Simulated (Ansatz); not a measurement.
# C2H4SSe: a ladder of functionals and wavefunction methods

One table from this session's results is given with a row withheld; the runs are named, their logs left out.

Computed with Ansatz 0.2.0, Gaussian basis. Level: functionals in def2-TZVPP, the program's frozen cores in correlated methods.

Levels to be run: PBE-D4, r2SCAN-D4, PBE0-D4, B3LYP-D4, ωB97X-V, ωB97M-V, B2PLYP; CCSD(T)/def2-TZVPP; MP2/def2-QZVPP; extrapolation to the limit.

## The geometry

The geometry comes from an earlier relaxation with PBE0-D4 in a triple-zeta def2 set; it is a stationary point, not always the lowest conformer.

SMILES `CC(S)=[Se]`, 8 atoms, charge 0, spin multiplicity 1.

Atoms are counted from 1 here; the program's logs count them from 0.

Bond lengths: C1–C2 1.493 Å, C1–H5 1.095 Å, C1–H6 1.088 Å, C1–H7 1.095 Å, C2–S3 1.723 Å, C2–Se4 1.774 Å, S3–H8 1.349 Å. Angles: C2–C1–H5 110.3°, C2–C1–H6 110.4°, C2–C1–H7 110.2°, H5–C1–H6 109.3°, H5–C1–H7 107.3°, H6–C1–H7 109.2°, C1–C2–S3 117.5°, C1–C2–Se4 123.7°, S3–C2–Se4 118.7°, C2–S3–H8 98.5°.

The first run:

in.yaml reads:

```yaml
crystal:
  periodic: [false, false, false]
  atoms:
    - {symbol: C, position_ang: [0.042441, 0.795346, 0.256692]}
    - {symbol: C, position_ang: [-0.388717, -0.399980, -0.526279]}
    - {symbol: S, position_ang: [0.382845, -1.901010, -0.178064]}
    - {symbol: Se, position_ang: [-1.639449, -0.355585, -1.783279]}
    - {symbol: H, position_ang: [-0.113174, 0.624886, 1.326883]}
    - {symbol: H, position_ang: [-0.519925, 1.673726, -0.052505]}
    - {symbol: H, position_ang: [1.111246, 0.980365, 0.107967]}
    - {symbol: H, position_ang: [1.216934, -1.474948, 0.792684]}
basis:
  gaussian: {orbitals: def2-TZVPP}
hamiltonian: {xc: pbe, dispersion: d4}
output: {forces: true, orbitals: {seedname: orbitals}}
```

Launch:

```console
$ ansatz run in.yaml --threads 4 --pin off --events-out ev --progress --plain --max-ram 10444MiB
```

Steps of the session up to this table: PBE-D4 (GGA); r2SCAN-D4 (meta-GGA); PBE0-D4 (hybrid); B3LYP-D4 (hybrid); ωB97X-V (range-separated); ωB97M-V (range-separated); B2PLYP (double hybrid); CCSD(T) in def2-TZVPP; MP2 in def2-QZVPP.

One table of the session follows, with a row left open; its other results are not shown here.

```
            method  atomisation energy (kJ/mol)
            PBE-D4                       2914.9
         r2SCAN-D4                       2842.1
           PBE0-D4                       2842.8
          B3LYP-D4                       2815.9
           ωB97X-V                       2815.2
           ωB97M-V                       2815.2
            B2PLYP                       2782.8
     HF/def2-TZVPP                       1945.4
    MP2/def2-TZVPP                            ?
   CCSD/def2-TZVPP                       2671.7
CCSD(T)/def2-TZVPP                       2736.1
           MP2/CBS                       2877.6
       CCSD(T)/CBS                       2821.8
```

**Question.** Estimate the row for MP2/def2-TZVPP.

The run gave: atomisation energy (kJ/mol): 2791.9. In the column «atomisation energy (kJ/mol)» it lies between B2PLYP (2782.8) and ωB97X-V (2815.2).
